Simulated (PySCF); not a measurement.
# CuO: from the state search to spectroscopic constants

One job finds the state of CuO, follows it along the bond with each method and fits the curves.

Computed with PySCF 2.14.0. Level: Cu def2-TZVPP, O def2-TZVPP, no relativity.

## 1. The job

A driver script around PySCF takes these settings:

```json
{
  "atoms": "Cu, O",
  "charge": "0",
  "basis": "Cu def2-TZVPP, O def2-TZVPP",
  "Hamiltonian": "no relativity",
  "basis functions": "95",
  "electrons treated": "37",
  "masses in u": "62.9296, 15.9949",
  "levels": "PBE0, PBE, r²SCAN, r²SCAN0, MN15, B97-3, BLYP, ωB97X, HF, MP2, SCS-MP2",
  "grid": "80 radial by 434 angular points",
  "occupations": "held fixed by the projection of orbital angular momentum",
  "dissociation limit": "Cu + O, each in its ground configuration",
  "starting distance in angstrom": "1.735",
  "values of 2S to try": "1, 3, 5"
}
```

Launch:

```console
OMP_NUM_THREADS=1 python dia.py task.json out
```

The runs that follow: PBE0 along the bond; Excited determinants; PBE (GGA); r²SCAN (meta-GGA); r²SCAN0 (hybrid meta-GGA); MN15 (hybrid meta-GGA); B97-3 (global hybrid GGA); BLYP; ωB97X (range-separated hybrid); UHF (mean field).

Before running it: what results should come out? Wanted: for each run, Re; ωe; De; μ.

The runs gave:

Lowest PBE0 solution found, without spin–orbit coupling: ²Π (doublet), unpaired electrons π ↑. State 2 has its PBE0 minimum 1.06 eV higher. State 3 has its PBE0 minimum 1.71 eV higher. The other levels ran on the lowest alone.

```
  level  Re (Å)  ωe (cm⁻¹)  De (eV)  μ (D)
    UHF   1.870        549     0.66  -6.33
    PBE   1.721        657     3.28  -4.18
   BLYP   1.736        638     3.16  -4.12
 r²SCAN   1.717        658     3.08  -4.36
   PBE0   1.756        599     2.61  -4.72
r²SCAN0   1.756        608     2.51  -4.85
  B97-3   1.776        574     2.65  -4.81
   MN15   1.770        599     2.69  -4.97
  ωB97X   1.760        607     2.90  -4.98
```

De is counted to Cu + O in their ground configurations. A positive dipole means Cu(−)O(+). No constants: UHF-MP2 (the points don't follow one smooth fit); UHF-SCS-MP2 (the points don't follow one smooth fit).

What this shows: Bond lengths run from 1.717 Å (r²SCAN) to 1.870 Å (UHF). Of the levels with a De here, UHF gives the least (0.66 eV) and PBE the most (3.28 eV).

Correlated steps freeze 6 core orbitals. With d or f electrons several states lie close, and the lowest PBE0 determinant need not be the measured ground state.
